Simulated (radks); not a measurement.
**Valence configurations of P**

The task here is to estimate one member of a computed series from the others.

Method: Dirac Kohn-Sham, PBE, spin-unpolarised, spherical densities, point nucleus; open shells fill j = l - 1/2 first. Code: radks (a radial shooting solver on a logarithmic mesh, Libxc functionals) version 1.

## What is computed

* element: phosphorus (Z = 15)
* charge: 0
* electrons: 15
* configuration: [Ne] 3s2 3p3
* others tried: 3p5; 3s1.5 3p3.5; 3s1 3p4; 3s0.5 3p4.5

The first run:

Input:

```text
Z 15
configuration [Ne] 3s2 3p3
relativity Dirac
functional pbe,pbe
spin unpolarised
j_filling energy
nucleus point
c 137.035999084
```

Among the steps run: [Ne] 3s2 3p3.

One of the session's tables, all rows but one given; the rest of the session is left out.

It belongs to the step «[Ne] 3s2 3p3». Sizes of the orbitals, from the radial functions (bohr):

| level | <r> | outermost maximum (interpolated) | 90 % within | nodes |
| --- | --- | --- | --- | --- |
| 1s1/2 | 0.1036 | 0.0676 | 0.185 | 0 |
| 2s1/2 | 0.5196 | 0.419 | 0.817 | 1 |
| 2p1/2 | ? | ? | ? | ? |
| 2p3/2 | 0.4860 | 0.355 | 0.813 | 0 |
| 3s1/2 | 1.896 | 1.58 | 2.89 | 2 |
| 3p1/2 | 2.368 | 1.83 | 3.77 | 1 |
| 3p3/2 | 2.377 | 1.84 | 3.78 | 1 |

Estimate the missing values for 2p1/2.

**Answer.** <r>: 0.4838; outermost maximum (interpolated): 0.353; 90 % within: 0.809; nodes: 0. In the column «<r>» it lies between 1s1/2 (0.1036) and 2p3/2 (0.4860).
